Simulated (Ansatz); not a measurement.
**ClH₂NSn: ionisation energy by level of theory**

An exercise on one series of results from a longer session: the logs are not shown, and one member is left open.

Method: unrestricted cation, the program's frozen cores in correlated methods; program: Ansatz 0.2.0, Gaussian basis.

Levels to be run: UKS PBE-D4/def2-TZVPP; UKS r2SCAN-D4/def2-TZVPP; UKS PBE0-D4/def2-TZVPP; UKS B3LYP-D4/def2-TZVPP; UKS wB97X-V/def2-TZVPP; UKS wB97M-V/def2-TZVPP; UKS B2PLYP/def2-TZVPP; UHF-CCSD(T)/def2-TZVPP; UHF-MP2/def2-QZVPP; extrapolation to the limit; then −ε(HOMO) from the neutral's earlier runs with LDA (SPW92), PBE-D4, revPBE-D4, BLYP-D4, r2SCAN-D4, B97M-V, PBE0-D4, B3LYP-D4, r2SCANh-D4, r2SCAN0-D4, HSE06-D4, BHLYP-D4, CAM-B3LYP-D4, LC-ωPBE, ωB97X-V, ωB97M-V.

## The relaxed structure

All runs share one geometry, relaxed beforehand with PBE0-D4 in a triple-zeta def2 set. Sn takes the def2 core potential; no spin-orbit term is included.

SMILES `[NH2][Sn][Cl]`, 5 atoms, charge 0, spin multiplicity 1.

Atoms are counted from 1 here; the program's logs count them from 0.

Bond lengths: N1–Sn2 2.004 Å, N1–H4 1.009 Å, N1–H5 1.008 Å, Sn2–Cl3 2.386 Å. Angles: Sn2–N1–H4 123.1°, Sn2–N1–H5 124.8°, H4–N1–H5 112.1°, N1–Sn2–Cl3 93.3°.

The first run:

Input file in.yaml:

```yaml
crystal:
  periodic: [false, false, false]
  atoms:
    - {symbol: N, position_ang: [-0.543767, 0.346235, -0.405905]}
    - {symbol: Sn, position_ang: [-0.283685, -1.049767, 1.008206]}
    - {symbol: Cl, position_ang: [2.093638, -0.849413, 0.963442]}
    - {symbol: H, position_ang: [0.222429, 0.835231, -0.844996]}
    - {symbol: H, position_ang: [-1.438815, 0.644113, -0.762247]}
basis:
  gaussian: {orbitals: def2-TZVPP}
total_charge: 1
magnetization: {spin_polarized: true, initial_magnetization: 1}
hamiltonian: {xc: pbe, dispersion: d4}
```

Run with:

```sh
> ansatz run in.yaml --threads 4 --pin off --events-out ev --progress --plain --max-ram 10444MiB
```

Steps of the session up to this table: Cation, UKS PBE-D4/def2-TZVPP; Cation, UKS r2SCAN-D4/def2-TZVPP; Cation, UKS PBE0-D4/def2-TZVPP; Cation, UKS B3LYP-D4/def2-TZVPP; Cation, UKS wB97X-V/def2-TZVPP; Cation, UKS wB97M-V/def2-TZVPP; Cation, UKS B2PLYP (frozen core)/def2-TZVPP; Cation, UHF-CCSD(T)/def2-TZVPP; Cation, UHF-MP2/def2-QZVPP.

One of the session's tables, all rows but one given; the rest of the session is left out.

It belongs to the step «Ionisation energies side by side». Orbital estimates, from the neutral's runs:

| functional | −ε(HOMO) (eV) |
| --- | --- |
| LDA (SPW92) | 6.55 |
| PBE-D4 | 6.34 |
| revPBE-D4 | 6.27 |
| BLYP-D4 | 6.19 |
| r2SCAN-D4 | 6.64 |
| B97M-V | 6.61 |
| PBE0-D4 | 7.51 |
| B3LYP-D4 | 7.35 |
| r2SCANh-D4 | ? |
| r2SCAN0-D4 | 7.72 |
| HSE06-D4 | 7.12 |
| BHLYP-D4 | 8.46 |
| CAM-B3LYP-D4 | 8.77 |
| LC-ωPBE | 9.97 |
| ωB97X-V | 9.68 |
| ωB97M-V | 9.60 |

**Question.** Estimate the row for r2SCANh-D4.

Worked estimate for «−ε(HOMO) (eV)». Against the share of exact exchange, r2SCAN-D4 (0, 6.64), r2SCAN0-D4 (0.25, 7.72) give a slope of 4.32 per unit share; at 0.1 the line stands at 7.07.

The run gave: −ε(HOMO) (eV): 7.13. In «−ε(HOMO) (eV)» the line misses by -0.06.

Caveats from the session: The cation may have settled in a state other than its lowest; no search over hole states beyond the program's own was made.
